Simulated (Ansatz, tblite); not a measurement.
# SnH2Me(NEt2) (C₅H₁₅NSn): one state, many levels

Aim: run the singlet of SnH2Me(NEt2) (C₅H₁₅NSn) at one geometry on many levels, and compare frontier levels, spin and run time.

Computed with Ansatz 0.2.0, Gaussian basis. Level: as each input shows.

The runs, in order: GFN1-xTB, GFN2-xTB, PBE-D4/def2-TZVP, r2SCAN-D4/def2-TZVP, LDA/def2-TZVP, HF/def2-TZVP, B3LYP-D4/def2-TZVP, PBE-D4/def2-SVP, PBE0-D4/def2-SVP, PBE0-D4/def2-TZVPD, PBE-D4/def2-TZVPD, LDA/def2-TZVPD, CCSD(T)/def2-SVP, MP2/def2-TZVP, RPA/def2-TZVP.

4 further runs of the same task are left out: 1 that didn't finish, 3 set aside as unsound or not needed.

## (1) The structure

The singlet was relaxed beforehand with r2SCAN-D4/def2-SVP.

22 atoms, charge 0, spin multiplicity 1.

Bond lengths: Sn1–H2 1.718 Å, Sn1–H3 1.719 Å, Sn1–C4 2.166 Å, Sn1–N8 2.052 Å, C4–H5 1.100 Å, C4–H6 1.101 Å, C4–H7 1.099 Å, N8–C9 1.452 Å, N8–C11 1.455 Å, C9–C10 1.532 Å, C9–H13 1.106 Å, C9–H14 1.108 Å, C10–H15 1.103 Å, C10–H16 1.102 Å, C10–H17 1.103 Å, C11–C12 1.529 Å, C11–H18 1.112 Å, C11–H19 1.106 Å and more. Angles: H2–Sn1–H3 112.5°, H2–Sn1–C4 111.1°, H2–Sn1–N8 104.9°, H3–Sn1–C4 109.6°, H3–Sn1–N8 105.0°, C4–Sn1–N8 113.5°, Sn1–C4–H5 109.7°, Sn1–C4–H6 110.0°, Sn1–C4–H7 110.3°, H5–C4–H6 108.9°, H5–C4–H7 108.9°, H6–C4–H7 109.0°, Sn1–N8–C9 119.5°, Sn1–N8–C11 119.3°, C9–N8–C11 115.6°, N8–C9–C10 115.3°, N8–C9–H13 109.0°, N8–C9–H14 108.9° and more.

Sn takes a core potential in the def2 sets. No spin-orbit coupling is included.

PBE0-D4/def2-TZVP was run before; its log isn't repeated, and its numbers join the tables.

## (2) GFN1-xTB

Tight binding, by tblite at 300 K electronic temperature and without a spin-polarisation term:

```python
tblite.interface.Calculator('GFN1-xTB', numbers, positions, charge=0, uhf=0).singlepoint()
```

Energy -661.6792 eV, HOMO -10.00 eV, LUMO -5.72 eV; 0.044 s.

## (3) GFN2-xTB

Tight binding, by tblite at 300 K electronic temperature and without a spin-polarisation term:

```python
tblite.interface.Calculator('GFN2-xTB', numbers, positions, charge=0, uhf=0).singlepoint()
```

Energy -634.8476 eV, HOMO -9.21 eV, LUMO -5.65 eV; 0.031 s.

## (4) PBE-D4/def2-TZVP

start.molden holds the orbitals of an earlier run on this state, given as this run's starting guess.

The input, in.yaml:

```yaml
crystal:
  periodic: [false, false, false]
  atoms:
    - {symbol: Sn, position_ang: [1.086621, 1.427475, 0.823094]}
    - {symbol: H, position_ang: [1.058302, 1.384072, 2.540213]}
    - {symbol: H, position_ang: [2.681699, 1.546539, 0.193663]}
    - {symbol: C, position_ang: [-0.116887, 3.059855, 0.063403]}
    - {symbol: H, position_ang: [-0.252856, 2.946321, -1.022336]}
    - {symbol: H, position_ang: [0.382935, 4.020243, 0.260805]}
    - {symbol: H, position_ang: [-1.103793, 3.062813, 0.547953]}
    - {symbol: N, position_ang: [0.420257, -0.422355, 0.235993]}
    - {symbol: C, position_ang: [-0.669385, -1.052272, 0.960592]}
    - {symbol: C, position_ang: [-2.059547, -0.468954, 0.690309]}
    - {symbol: C, position_ang: [0.564820, -0.823504, -1.155383]}
    - {symbol: C, position_ang: [1.283637, -2.162635, -1.319006]}
    - {symbol: H, position_ang: [-0.459903, -0.996723, 2.045511]}
    - {symbol: H, position_ang: [-0.679975, -2.134432, 0.722928]}
    - {symbol: H, position_ang: [-2.111639, 0.586197, 1.008891]}
    - {symbol: H, position_ang: [-2.310715, -0.504560, -0.382250]}
    - {symbol: H, position_ang: [-2.841705, -1.022741, 1.235917]}
    - {symbol: H, position_ang: [-0.418707, -0.869771, -1.673114]}
    - {symbol: H, position_ang: [1.138532, -0.050923, -1.700187]}
    - {symbol: H, position_ang: [2.295442, -2.110005, -0.887547]}
    - {symbol: H, position_ang: [0.744359, -2.975217, -0.806572]}
    - {symbol: H, position_ang: [1.368517, -2.439442, -2.382866]}
basis:
  gaussian: {orbitals: def2-TZVP, initial_orbitals: start.molden}
hamiltonian: {xc: pbe, dispersion: d4}
scf: {omitted_lower_state_checks: [starts]}
output: {orbitals: {seedname: orbitals}}
```

Run with:

```
ansatz run in.yaml --threads 4 --pin off --events-out ev --progress --plain --max-ram 4787MiB
```

Further steps of the session: r2SCAN-D4/def2-TZVP; LDA/def2-TZVP; HF/def2-TZVP; B3LYP-D4/def2-TZVP; PBE-D4/def2-SVP; PBE0-D4/def2-SVP; PBE0-D4/def2-TZVPD; PBE-D4/def2-TZVPD; LDA/def2-TZVPD; CCSD(T)/def2-SVP; MP2/def2-TZVP; RPA/def2-TZVP.

**Question.** What will the summary of the whole plan be? Wanted: gap in def2-TZVP, named functionals and Hartree-Fock, smallest and largest; correlation energy, CCSD(T)/def2-SVP; correlation energy, MP2/def2-TZVP; binding an atom, CCSD(T)/def2-SVP; PBE0 total energy, smallest basis above largest.

**Answer**, as computed:

| quantity | value |
| --- | --- |
| gap in def2-TZVP, named functionals and Hartree-Fock, smallest and largest | 3.93 eV (LDA), 11.62 eV (HF) |
| correlation energy, CCSD(T)/def2-SVP | -31.29 eV |
| correlation energy, MP2/def2-TZVP | -38.04 eV |
| binding an atom, CCSD(T)/def2-SVP | 3.589 eV |
| PBE0 total energy, smallest basis above largest | 7.72 eV (def2-SVP, def2-TZVPD) |

**Reading.** Over the named functionals and Hartree-Fock in def2-TZVP the gap runs from 3.93 eV (LDA) to 11.62 eV (HF); exact exchange widens it. The functionals in def2-TZVP miss CCSD(T)/def2-SVP by +0.157 (r2SCAN-D4) to +0.669 eV (LDA) an atom. The yardstick is in a double-zeta basis, so levels in larger sets aren't compared like for like. CCSD(T)/def2-SVP isn't at the basis-set limit; small misses against it rank nothing.
